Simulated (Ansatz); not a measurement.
Wanted: the native input for an Ansatz 0.2.0 run.

- Task: relaxation of cell and atoms
- Functional: BLYP
- Dispersion: D3(BJ)
- Potentials or basis: Ansatz PAW
- Cutoff: 420 eV (not typed: the program's choice for these potentials)
- k mesh: 11 × 11 × 4
- Occupations: fermi-dirac, width 0.05 eV
- Spin: collinear spin, ferromagnetic start
- Starting moments: [0.0, 0.0, 4.0] μB

MnPt2:

```
CELL_PARAMETERS angstrom
2.85840 0.00000 0.00000
-1.42920 2.47545 0.00000
0.00000 0.00000 6.53250
ATOMIC_POSITIONS crystal
Pt 0.66667 0.33333 0.31621
Pt 0.33333 0.66667 0.68379
Mn 0.00000 0.00000 0.00000
```

The cell comes from a database or a generator and needn't be the stable form of this composition.

These files were run (other wordings do the same):

input.yaml

```yaml
crystal:
  lattice:
    - [2.8584044518, 0.0, 0.0]
    - [-1.4292022259, 2.4754508696, 0.0]
    - [0.0, 0.0, 6.532504]
  atoms:
    - { symbol: Pt, position: [0.6666666667, 0.3333333333, 0.316206] }
    - { symbol: Pt, position: [0.3333333333, 0.6666666667, 0.683794] }
    - { symbol: Mn, position: [0.0, 0.0, 0.0], spin: 4.0 }
hamiltonian:
  xc: blyp
  pseudopotentials: { kind: paw }
  dispersion: d3bj
magnetization:
  spin_polarized: true
kpoints:
  mp_grid: { grid: [11, 11, 4] }
scf:
  occupations: { method: fermi_dirac, width: 0.05 }
output:
  forces: true
  stress: true
  eigenvalues: true
relax:
  f_tol: 0.01
  max_steps: 40
  cell: { stress_tol: 0.05 }
```

Potentials or basis: Ansatz PAW.

Launch:

```bash
$ ansatz run input.yaml --threads 2 --pin off --max-ram 5632MiB --backend cpu --events-out ev --progress --plain --runs-dir out
```

It gave:

```yaml
Relaxed_volume: 14.94 Å³/atom
Relaxed_cell: a = 2.815 Å, b = 2.815 Å, c = 6.532 Å, α = 90.00°, β = 90.00°, γ = 120.00°
Space_group_after_relaxing_to_0.05_Å: P-3m1 (No. 164)
Energy_gained_by_relaxing: 8.6 meV/atom
Ionic_steps: 8
Pressure_after_relaxing: 0.0 GPa
Band_gap_on_the_k_mesh: none (metal or under the smearing width)
Net_moment: 4.23 μB per cell
Absolute_moment: 4.32 μB per cell
Site_moments: Pt +0.28; Mn +3.52 μB
```

Caveat: the plane-wave basis is chosen anew once the cell has moved, so the energies of steps on either side of that aren't comparable; pairwise dispersion overbinds metals, which lowers pressure and volume; the PAW data sets come from PBE, with cores solved anew for the run's functional, which leaves a small shift of forces and pressure.

Wall time 54 s on 2 threads of Intel(R) Xeon(R) Processor @ 2.70GHz (shared host), peak memory 0.51 GiB.
